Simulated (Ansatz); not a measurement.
# Zr2B3: properties of a relaxed candidate

This session takes a relaxed cell of Zr2B3 and sets out to compute bands, density of states and charges.

Computed with Ansatz 0.2.0 (DFT PBE, scalar-relativistic, plane waves, PAW, unless a step's input says otherwise).

1 further run of the same task is left out (set aside as unsound or not needed). Runs told in other sessions of the task aren't counted.

### 1 The starting structure

The structure is trigonal, space group R-3m (No. 166). Conventional cell: a = 3.454 Å, b = 3.454 Å, c = 18.876 Å, α = 90.00°, β = 90.00°, γ = 120.00°. Zr (site symmetry 3m) is surrounded by 6 B at 2.57 Å. Around B (site symmetry 2/m) lie 4 B at 1.73 Å and 4 Zr at 2.57 Å.

Structure file:

```xyz
5
Lattice="1.7268 0.9970 6.2920 -1.7268 0.9970 6.2920 0.0000 -1.9939 6.2920" Properties=species:S:1:pos:R:3 pbc="T T T"
Zr    0.0000    0.0000    7.5386
Zr    0.0000    0.0000   11.3373
B    -0.8634    0.4985    3.1460
B     0.0000   -0.9970    3.1460
B     0.8634    0.4985    3.1460
```

It is the end of an earlier relaxation with the same method, from a generated guess; it needn't be the stable form of this composition. At a tolerance of 0.05 Å it has space group R-3m (No. 166); it has 13.00 Å³/atom, an uncorrected energy of -0.14 eV/atom over the elements.

### 2 Bands, states and charges

Input file input.yaml:

```yaml
crystal:
  lattice:
    - [1.7268082892, 0.9969732306, 6.2919739454]
    - [-1.7268082892, 0.9969732306, 6.2919739454]
    - [0.0, -1.9939464612, 6.2919739454]
  atoms:
    - { symbol: Zr, position: [0.3993760902, 0.3993760902, 0.3993760902] }
    - { symbol: Zr, position: [0.6006239098, 0.6006239098, 0.6006239098] }
    - { symbol: B, position: [0.0, 0.5, 0.0] }
    - { symbol: B, position: [0.0, 0.0, 0.5] }
    - { symbol: B, position: [0.5, 0.0, 0.0] }
basis:
  ecutwfc: 420
kpoints:
  mp_grid: { grid: [12, 12, 12] }
  band_path:
    path:
      - [[0.0, 0.0, 0.0], [0.5, 0.5, 0.5], [0.8165954, 0.1834046, 0.5]]
      - [[0.5, -0.1834046, 0.1834046], [0.5, 0.0, 0.0], [0.0, 0.0, 0.0], [0.3417023, -0.3417023, 0.0]]
      - [[0.6582977, 0.0, 0.3417023], [0.5, 0.0, 0.5], [0.0, 0.0, 0.0]]
    npoints: 14
hamiltonian:
  xc: pbe
scf:
  occupations: { method: gaussian, width: 0.1 }
  n_extra_bands: 12
output:
  forces: true
  stress: true
  eigenvalues: true
  populations: true
  dos: { projected: true, de: 0.02, nscf_kmesh: { grid: [15, 15, 15] } }
  bader: true
  write_density: true
  write_potential: true
  elf: true
  volumetric_format: npy
```

Command:

```bash
$ ansatz run input.yaml --threads 1 --pin off --max-ram 2560MiB --backend cpu --events-out ev --progress --plain --runs-dir out
```

What it wrote:

```text
Warning: RAYON_NUM_THREADS=1 ignored (pool sized by the plan → 1); use --threads N
basis.fft_grid_basis auto: the FFT boxes are laid along the combinations [[1, -1, 0], [0, 1, 0], [0, -1, 1]] of the cell's own vectors, 3.454, 6.600 and 3.454 Å long. The dense box has 24×45×24 points. Along the cell's own vectors, as sized, it would have 45×45×45, 3.52 times as many. Of the 12 symmetry operations that the crystal satisfies within crystal.symmetry.tolerance (time reversal apart; of a slab, those that keep its plane) the dense box along the cell's own vectors carries 12, and the one as laid loses 8 of those. basis.fft_grid_basis: typed keeps the cell's own vectors: state it where this run's energies or levels are differenced outside the engine with another run's, or held beside a run that keeps those vectors. Those combinations have planes normal to reciprocal vector 3, as the cell's own vectors have. Each planar average written beside output.write_density, output.write_potential has a row for each plane of the box: 24. The volumetric files lie along those combinations, not along the cell's own vectors: a cube or XSF file states them, and fields.json those of NumPy files.
scf.n_extra_bands = 12 over 17 filled bands (N_el = 33.0): the run solves 29 bands
Engine: ansatz 0.2.0, x86_64-unknown-linux-gnu
Pseudopotentials: kind: paw
Pseudopotential: Zr, paw, valence charge 12, recommended cutoff 420 eV (normal), Zr.paw.azcp
Pseudopotential: B, paw, valence charge 3, recommended cutoff 420 eV (normal), B.paw.azcp
Functional definition: PBE
  parameter kappa = 0.804
  parameter beta = 0.06672455060314922
  exchange = pbe_x(kappa = kappa, mu = beta*pi^2/3)
  correlation = pbe_c(beta = beta)
Crystal: 5 atoms, lattice volume = 64.993 Å³
Basis set: ecut = 420 eV, 1245 PW (Γ), FFT grids on a1−a2, a2, −a2+a3, exchange–correlation on 48×90×48 points (8 copies of the dense FFT grid, shifted against one another)
Bands: 29, of which v1, the nominal top of the filled ones, is band 17 counted from 1 (16 counted from 0)
Symmetry: 12 space group operations
Space group: R-3m (ITA 166), of the structure as read, at distance tolerance 4.0e-5 Å
k-points: 189 of 1728
Non-local potential: Zr, projectors of the file, l = 0: 3, l = 1: 2, l = 2: 2, l = 3: 2
Non-local potential: B, projectors of the file, l = 0: 2, l = 1: 2, l = 2: 1
PAW form: soft (Blöchl's): semilocal exchange-correlation on the pseudo side does not see the compensation charge
PAW one-centre angular grid: Zr, 590 points (default); XC on 64 Gauss nodes
PAW one-centre angular grid: B, 110 points (default); XC on 64 Gauss nodes
Initial density: superposition of atomic densities (neutral atoms: chi_scale 0, normalization atom), corrected by the library's trained network
Initial wavefunctions: pseudopotential atomic-orbital guess
Functional: x = pbe(κ = 0.804, μ = 0.2195149727645171), c = pbe(β = 0.06672455060314922)
SCF iter   1: F=—  HF=-8836.274917 eV  |F-HF|=—  |Δ(HF+E_count)|=         —  Δρ=1.39e-2  dr2=8.73e-1  ethr=1.77e-3  ⟨swp⟩=5.2  Hψ=24105  notcnv=0  defer=270
preconditioner: auto → Kerker (q_TF=auto, 2.437 Å⁻¹)  [metal: Δε(μ)=0.007 eV  Ē_g=9.136 eV  σ=0.100 eV  W_gap=0.04  n_scr=16 (ndim 8)  ℏωp=19.0 eV  f_vac=0.000  D(μ)=2.74/eV (n_scr^D=28)]
SCF iter   2: F=—  HF=-8836.199752 eV  |F-HF|=—  |Δ(HF+E_count)|=   7.52e-2  Δρ=9.49e-3  dr2=4.21e-1  ethr=1.77e-3  ⟨swp⟩=1.0  Hψ=6993  notcnv=0  defer=292
SCF iter   3: F=—  HF=-8836.128619 eV  |F-HF|=—  |Δ(HF+E_count)|=   7.11e-2  Δρ=1.55e-3  dr2=4.08e-3  ethr=1.28e-3  ⟨swp⟩=2.0  Hψ=6824  notcnv=0  defer=310
SCF iter   4: F=—  HF=-8836.127867 eV  |F-HF|=—  |Δ(HF+E_count)|=   7.52e-4  Δρ=3.74e-4  dr2=1.00e-4  ethr=1.24e-5  ⟨swp⟩=1.4  Hψ=7187  notcnv=0  defer=875
SCF iter   5: F=—  HF=-8836.127856 eV  |F-HF|=—  |Δ(HF+E_count)|=   1.04e-5  Δρ=8.00e-5  dr2=5.00e-6  ethr=3.04e-7  ⟨swp⟩=2.5  Hψ=6561  notcnv=0  defer=875
SCF iter   6: F=—  HF=-8836.127858 eV  |F-HF|=—  |Δ(HF+E_count)|=   1.24e-6  Δρ=1.50e-5  dr2=2.05e-7  ethr=1.51e-8  ⟨swp⟩=2.8  Hψ=7798  notcnv=0  defer=875
SCF iter   7: F=-8836.127858 eV  HF=-8836.127858 eV  |F-HF|=2.23e-9  |Δ(HF+E_count)|=   3.95e-8  Δρ=2.71e-6  dr2=6.98e-9  ethr=3.03e-10  ⟨swp⟩=13.2  Hψ=34468  notcnv=0
SCF 1 converged in 7 iterations: F = -8836.127858 eV  dr2 = 6.98e-9
NSCF: frozen V_eff on 101 k-points
NSCF: frozen V_eff on 344 k-points
SCF converged after 7 iterations
Free energy (F): -8836.127858 eV
Harris-Foulkes:  -8836.127858 eV  (|F-HF|=2.23e-9)
Internal energy: -8836.112555 eV  (E = F + TS)
E sigma→0 (E₀):  -8836.120206 eV
Entropy (-TS):   -0.015303 eV (-3.061 meV/atom)
Fermi energy:    13.483407 eV
--- Per-component energies (eV) ---
  E_band       = -154.981147
  E_kinetic    = 816.340055
  E_local      = -1319.155769  (includes V_loc(G=0)·N_el)
  E_nonlocal   = 193.603227
  E_hartree    = 410.630467
  E_xc         = -421.303432
  E_vxc        = -498.437586  (∫ρ·V_xc dr)
  E_paw        = -6143.747694  (= ΣΔE_a)
  E_vpaw       = -168.593153  (= ΣTr[D̂ρ^β])
  E_aug_tail   = 0.000039  (compensation charges beyond the density's cutoff)
  E_ewald      = -2372.479448
  E_smearing   = -0.015303  (= −TS)
  E_closure    = -0.000000  (closes the sum)
  Σ components = -8836.127858   (vs F -8836.127858, Δ=0.00e0)
--- Forces (eV/Å), atoms counted from 1 ---
  atom   1  Zr     0.00000000    -0.00000000    -0.00168593
  atom   2  Zr     0.00000000     0.00000000     0.00168593
  atom   3  B     -0.00000000     0.00000000     0.00000000
  atom   4  B      0.00000000     0.00000000     0.00000000
  atom   5  B      0.00000000     0.00000000     0.00000000
  max |Σ_I F_I| component: 2.10e-30 eV/Å
--- Stress (GPa, compression-positive) ---
        0.003148       0.000000       0.000000
        0.000000       0.003148      -0.000000
        0.000000      -0.000000      -0.036909
  P = ⅓ Tr σ = -0.0102 GPa (-0.102 kbar)
--- Band table (eV; the first three rows and the last of 189) ---
  k-point 0: bands = ["-35.2966", "-35.2220", "-13.7224", "-13.1935", "-13.1385", "-13.1385", "-13.0664", "-13.0664", "-0.4442", "6.0369", "6.9051", "9.8079", "9.8079", "10.2342", "12.8508", "13.0836", "13.0836", "13.5536", "13.5536", "13.7786", "15.3515", "15.3515", "18.5268", "18.5268", "18.6946", "18.6946", "20.9382", "20.9382", "21.9297"]
  k-point 1: bands = ["-35.2929", "-35.2205", "-13.7112", "-13.2261", "-13.1469", "-13.1355", "-13.0921", "-13.0704", "-0.3653", "5.8919", "6.9978", "9.4171", "9.7420", "10.3897", "12.7930", "13.2735", "13.2988", "13.3322", "13.6962", "14.0932", "15.2253", "15.4305", "18.3273", "18.5496", "18.6809", "18.8176", "20.5539", "21.0370", "22.3969"]
  k-point 2: bands = ["-35.2828", "-35.2167", "-13.6808", "-13.3029", "-13.1691", "-13.1673", "-13.1327", "-13.0819", "-0.1350", "5.4600", "7.2632", "8.7064", "9.5867", "10.7716", "12.4880", "13.0576", "13.7264", "13.7591", "14.1155", "14.6471", "14.9605", "15.5636", "17.7570", "18.7359", "19.0140", "19.0908", "19.9533", "21.1960", "23.1153"]
  k-point 188: bands = ["-35.2926", "-35.2260", "-13.6179", "-13.3080", "-13.1488", "-13.1488", "-13.0558", "-13.0558", "-0.3528", "6.0368", "6.3853", "9.7234", "9.7234", "11.0219", "12.2168", "12.9438", "12.9438", "13.7887", "13.7887", "15.0007", "16.4100", "16.4100", "17.3154", "17.3154", "18.2326", "18.2326", "19.2936", "21.2068", "21.2068"]
--- Löwdin populations: 5 sites ---
  site symbol       q [e]
     0     Zr     11.5711
     1     Zr     11.5711
     2      B      3.2391
     3      B      3.2391
     4      B      3.2391
  spilling = 0.004258 (of n_electrons = 33.000000)
--- Bader charges: 5 sites ---
  site symbol  charge [e]  shift [e]
     0     Zr      0.6792     0.0002
     1     Zr      0.6792     0.0002
     2      B     -0.4528     0.0001
     3      B     -0.4528     0.0001
     4      B     -0.4528     0.0001
  estimated error of the sums over rays = 3.1e-4 e
```

It took 80 s on 1 thread of Intel Xeon at 2.70GHz, shared host; peak memory 0.67 GiB.

Per atom:

```csv
atom,Löwdin electrons,Bader charge (e),Bader volume (Å³)
Zr1,11.57,+0.68,19.9
Zr2,11.57,+0.68,19.9
B3,3.24,-0.45,8.4
B4,3.24,-0.45,8.4
B5,3.24,-0.45,8.4
```

bands.tsv at the labelled points (eV, zero at the Fermi level; the bands nearest the Fermi level):

| point | band 14 | band 15 | band 16 | band 17 | band 18 | band 19 | band 20 | band 21 |
| --- | --- | --- | --- | --- | --- | --- | --- | --- |
| Γ | -3.25 | -0.63 | -0.40 | -0.40 | 0.07 | 0.07 | 0.29 | 1.87 |
| T | -2.46 | -1.27 | -0.54 | -0.54 | 0.30 | 0.30 | 1.52 | 2.93 |
| H2 | -1.64 | -1.01 | -0.77 | 0.43 | 0.80 | 1.96 | 2.21 | 3.01 |
| H0 | -1.64 | -1.01 | -0.77 | 0.43 | 0.80 | 1.96 | 2.21 | 3.01 |
| L | -3.43 | -0.95 | -0.90 | 0.18 | 0.99 | 1.56 | 3.32 | 3.80 |
| Γ | -3.25 | -0.63 | -0.40 | -0.40 | 0.07 | 0.07 | 0.29 | 1.87 |
| S0 | -1.58 | -1.03 | -0.67 | 0.45 | 0.69 | 1.97 | 2.51 | 2.62 |
| S2 | -1.58 | -1.03 | -0.67 | 0.45 | 0.69 | 1.97 | 2.51 | 2.62 |
| F | -3.54 | -1.29 | -0.43 | 0.64 | 1.34 | 2.58 | 2.66 | 3.48 |
| Γ | -3.25 | -0.63 | -0.40 | -0.40 | 0.07 | 0.07 | 0.29 | 1.87 |

States per cell in windows of 1 eV, from dos.tsv and pdos.tsv (zero at the Fermi level):

```
from  to  total  Zr 5s  Zr 4d  B 2s  B 2p
  -8  -7   0.66   0.01   0.05  0.06  0.52
  -7  -6   1.18   0.07   0.12  0.06  0.88
  -6  -5   1.10   0.05   0.15  0.03  0.83
  -5  -4   1.44   0.02   0.32  0.07  1.00
  -4  -3   1.89   0.04   0.56  0.11  1.15
  -3  -2   1.67   0.32   0.74  0.04  0.53
  -2  -1   2.06   0.36   1.33  0.02  0.29
  -1   0   3.12   0.13   2.47  0.10  0.33
   0   1   2.27   0.07   1.72  0.12  0.31
   1   2   3.19   0.09   2.33  0.11  0.55
   2   3   4.02   0.20   2.56  0.13  0.93
   3   4   2.45   0.10   1.66  0.07  0.46
   4   5   2.96   0.12   2.15  0.18  0.39
   5   6   2.51   0.07   1.27  0.51  0.52
```

A further 20 or so states lie below the table's range.

The maps below are laid out on this run's own conventional cell (a, b, c = 3.454, 3.454, 18.876 Å).

Density in a lattice plane of the grid's cell (edges 3.45 and 18.88 Å, at 0.000 of the third edge), which holds Zr and B.

Values in e/Å³, 12 rows by 6 columns:
```
0.12 0.14 0.26 0.44 0.26 0.14
0.76 0.84 0.71 0.55 0.71 0.84
0.14 0.15 0.26 0.46 0.26 0.15
0.26 0.19 0.15 0.14 0.15 0.19
3.98 2.56 0.26 0.15 0.26 2.56
0.14 0.28 0.72 0.23 0.72 0.28
3.98 2.56 0.26 0.15 0.26 2.56
0.26 0.19 0.15 0.14 0.15 0.19
0.14 0.15 0.26 0.46 0.26 0.15
0.76 0.84 0.71 0.55 0.71 0.84
0.12 0.14 0.26 0.44 0.26 0.14
0.11 0.12 0.15 0.17 0.15 0.12
```
Columns run along the first of these edges and rows up along the second, over one cell in 6 and 12 even steps from the bottom left corner. Atoms in the plane (fractional): Zr at (0.00, 0.40), Zr at (0.00, 0.60), B at (0.50, 0.50).

ELF in the same plane.

Ten even steps from ' ' (0.02) to '@' (0.81):
```
==::..--..::
----......--
%%####%%####
**####**####
--::..--..::
@@**......**
++::::**::::
  @@..--..@@
==::==**==..
  ++**  **++
==..==**==::
  @@..--..@@
++::::**::::
@@**......**
--::..--..::
**####**####
%%####%%####
----......--
==::..--..::
%%**--::--**
```
Columns run along the first of these edges and rows up along the second, over one cell in 6 and 20 even steps from the bottom left corner. Atoms in the plane (fractional): Zr at (0.00, 0.40), Zr at (0.00, 0.60), B at (0.50, 0.50).

Both are smooth fields of the valence electrons: close to the nuclei they are not physical.

Outside the cores ELF peaks at 0.81 on the B–B line, 0.9 Å from B; 0.78 between the atoms, 2.0 Å from Zr; 0.59 in the shell around B, 0.9 Å from B.

### 3 Changing settings: mp_grid.grid [15, 15, 15], hubbard.sites [{species: Zr, l: d, u_eff: 5.0}], hubbard.double_counting fll

Input file input.yaml:

```yaml
crystal:
  lattice:
    - [1.7268082892, 0.9969732306, 6.2919739454]
    - [-1.7268082892, 0.9969732306, 6.2919739454]
    - [0.0, -1.9939464612, 6.2919739454]
  atoms:
    - { symbol: Zr, position: [0.3993760902, 0.3993760902, 0.3993760902] }
    - { symbol: Zr, position: [0.6006239098, 0.6006239098, 0.6006239098] }
    - { symbol: B, position: [0.0, 0.5, 0.0] }
    - { symbol: B, position: [0.0, 0.0, 0.5] }
    - { symbol: B, position: [0.5, 0.0, 0.0] }
basis:
  ecutwfc: 420
kpoints:
  mp_grid: { grid: [15, 15, 15] }
hamiltonian:
  xc: pbe
  hubbard: { sites: [{ species: Zr, l: d, u_eff: 5.0 }], double_counting: fll }
scf:
  occupations: { method: gaussian, width: 0.1 }
output:
  forces: true
  eigenvalues: true
  stress: true
```

Command:

```bash
$ ansatz run input.yaml --threads 1 --pin off --max-ram 2560MiB --backend cpu --events-out ev --progress --plain --runs-dir out
```

What it wrote, shortened:

```text
Warning: RAYON_NUM_THREADS=1 ignored (pool sized by the plan → 1); use --threads N
[...]
Zr: projections on atomic orbitals take those of the free atom [Ar 3d10] 4s2 4p6 4d2 5s2, of charge +0.00 (hamiltonian.pseudopotentials.projection_atoms); the dataset's partial waves leave at most 4.4e-6 of an orbital's norm unspanned inside its sphere
B: projections on atomic orbitals take those of the free atom [He] 2s2 2p1, of charge +0.00 (hamiltonian.pseudopotentials.projection_atoms); the dataset's partial waves leave at most 3.0e-9 of an orbital's norm unspanned inside its sphere
[...]
Pseudopotentials: kind: paw
Pseudopotential: Zr, paw, valence charge 12, recommended cutoff 420 eV (normal), Zr.paw.azcp
Pseudopotential: B, paw, valence charge 3, recommended cutoff 420 eV (normal), B.paw.azcp
Functional definition: PBE
[...]
Crystal: 5 atoms, lattice volume = 64.993 Å³
[...]
SCF iter   9: F=-8825.752314 eV  HF=-8825.752314 eV  |F-HF|=5.00e-8  |Δ(HF+E_count)|=   2.26e-7  Δρ=6.83e-6  dr2=7.47e-8  ethr=3.03e-10  ⟨swp⟩=9.2  Hψ=36104  notcnv=0
[...]
SCF converged after 9 iterations
Free energy (F): -8825.752314 eV
[...]
E sigma→0 (E₀):  -8825.745081 eV
Entropy (-TS):   -0.014466 eV (-2.893 meV/atom)
Fermi energy:    14.160420 eV
[...]
--- Forces (eV/Å), atoms counted from 1 ---
  atom   1  Zr     0.00000000    -0.00000000     0.20732568
  atom   2  Zr     0.00000000     0.00000000    -0.20732568
  atom   3  B     -0.00000000     0.00000000     0.00000000
  atom   4  B      0.00000000     0.00000000     0.00000000
  atom   5  B     -0.00000000     0.00000000     0.00000000
[...]
--- Stress (GPa, compression-positive) ---
        4.275145       0.000000       0.000000
        0.000000       4.275145      -0.000000
       -0.000000      -0.000000       6.077813
  P = ⅓ Tr σ = 4.8760 GPa (48.760 kbar)
--- Band table (eV; the first three rows and the last of 344) ---
[... band rows left out ...]
[...]
Occupation matrices written to <dir>
```

It took 64 s on 1 thread of Intel Xeon at 2.70GHz, shared host; peak memory 1.1 GiB.

```csv
run,ending,energy change,pressure (GPa),gap (eV),force (eV/Å),cycles,time
step 2,converged,0,0.0,0.00,0.00,7,80 s
variant,converged,+2.08 eV/atom (Hubbard term changed: no physical gain or loss),4.9,0.00,0.21,9,64 s
```

Changing the k-point mesh, Hubbard U and double counting of the Hubbard term moves the energy by +2.08 eV/atom, and the pressure goes from 0.0 to 4.9 GPa and the largest force goes from 0.00 to 0.21 eV/Å. The U term adds an energy of its own, so the shift says nothing about which run is better.

### 4 Outcome

| quantity | value |
| --- | --- |
| gap | none (metal) |
| states at the Fermi level | 3.12 per eV per cell |
| Bader charges | Zr +0.68, B -0.45 e |

Bands cross the Fermi level: a metal at this level of theory. Of the projected weight within 0.25 eV of the Fermi level, the largest part is Zr 4d (78 %). Bader charges go up to 0.7 e.
